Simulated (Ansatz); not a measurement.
# C3H7BF2: how energies converge with the basis set

One table from this session's results is given with a row withheld; the runs are named, their logs left out.

Method: one geometry, several basis sets; program: Ansatz 0.2.0, Gaussian basis.

Plan: PBE0-D4/def2-SVP; ωB97M-V/def2-SVP; PBE0-D4/def2-QZVPP; ωB97M-V/def2-QZVPP; the functionals' def2-TZVPP values are taken from earlier runs.

### The relaxed structure

An earlier PBE0-D4 in a triple-zeta def2 set relaxation fixed the geometry.

SMILES `CC(C)B(F)F`, 13 atoms, charge 0, spin multiplicity 1.

Atoms are counted from 1 here; the program's logs count them from 0.

Bond lengths: C1–C2 1.527 Å, C1–H7 1.094 Å, C1–H8 1.093 Å, C1–H9 1.091 Å, C2–C3 1.527 Å, C2–B4 1.565 Å, C2–H10 1.104 Å, C3–H11 1.093 Å, C3–H12 1.094 Å, C3–H13 1.091 Å, B4–F5 1.324 Å, B4–F6 1.324 Å. Angles: C2–C1–H7 111.0°, C2–C1–H8 110.8°, C2–C1–H9 111.9°, H7–C1–H8 107.4°, H7–C1–H9 107.6°, H8–C1–H9 108.1°, C1–C2–C3 112.1°, C1–C2–B4 112.9°, C1–C2–H10 107.4°, C3–C2–B4 112.9°, C3–C2–H10 107.4°, B4–C2–H10 103.3°, C2–C3–H11 110.8°, C2–C3–H12 111.0°, C2–C3–H13 111.9°, H11–C3–H12 107.4°, H11–C3–H13 108.1°, H12–C3–H13 107.6° and more.

The first run:

Contents of in.yaml:

```yaml
crystal:
  periodic: [false, false, false]
  atoms:
    - {symbol: C, position_ang: [-0.846351, -0.895630, -0.718061]}
    - {symbol: C, position_ang: [0.226930, 0.094049, -0.269528]}
    - {symbol: C, position_ang: [0.969891, -0.387207, 0.975002]}
    - {symbol: B, position_ang: [-0.311924, 1.556543, -0.130949]}
    - {symbol: F, position_ang: [0.258163, 2.445434, 0.667254]}
    - {symbol: F, position_ang: [-1.343180, 1.997469, -0.834034]}
    - {symbol: H, position_ang: [-1.607755, -1.025182, 0.056341]}
    - {symbol: H, position_ang: [-0.409844, -1.878264, -0.914447]}
    - {symbol: H, position_ang: [-1.352959, -0.562785, -1.625620]}
    - {symbol: H, position_ang: [0.965814, 0.171495, -1.085591]}
    - {symbol: H, position_ang: [1.428686, -1.363580, 0.799290]}
    - {symbol: H, position_ang: [0.286304, -0.495018, 1.821933]}
    - {symbol: H, position_ang: [1.756724, 0.307776, 1.273310]}
basis:
  gaussian: {orbitals: def2-SVP}
hamiltonian: {xc: pbe0, dispersion: d4}
output: {orbitals: {seedname: orbitals}}
```

The run is started by

```console
> ansatz run in.yaml --threads 4 --pin off --events-out ev --progress --plain --max-ram 10444MiB
```

Steps of the session up to this table: PBE0-D4 in def2-SVP; ωB97M-V in def2-SVP; PBE0-D4 in def2-QZVPP; ωB97M-V in def2-QZVPP.

One of the session's tables, all rows but one given; the rest of the session is left out.

It belongs to the step «Functionals by basis». 

```
functional       basis  HOMO (eV)  LUMO (eV)
   PBE0-D4    def2-SVP      -8.90       0.40
   PBE0-D4  def2-TZVPP      -8.97       0.15
   PBE0-D4  def2-QZVPP      -8.98       0.04
   ωB97M-V    def2-SVP     -11.20       2.44
   ωB97M-V  def2-TZVPP     -11.28       1.85
   ωB97M-V  def2-QZVPP          ?          ?
```

**Question.** Estimate the row for ωB97M-V, def2-QZVPP.

As computed: HOMO (eV): -11.29; LUMO (eV): 1.49. In the column «HOMO (eV)» it is the lowest.
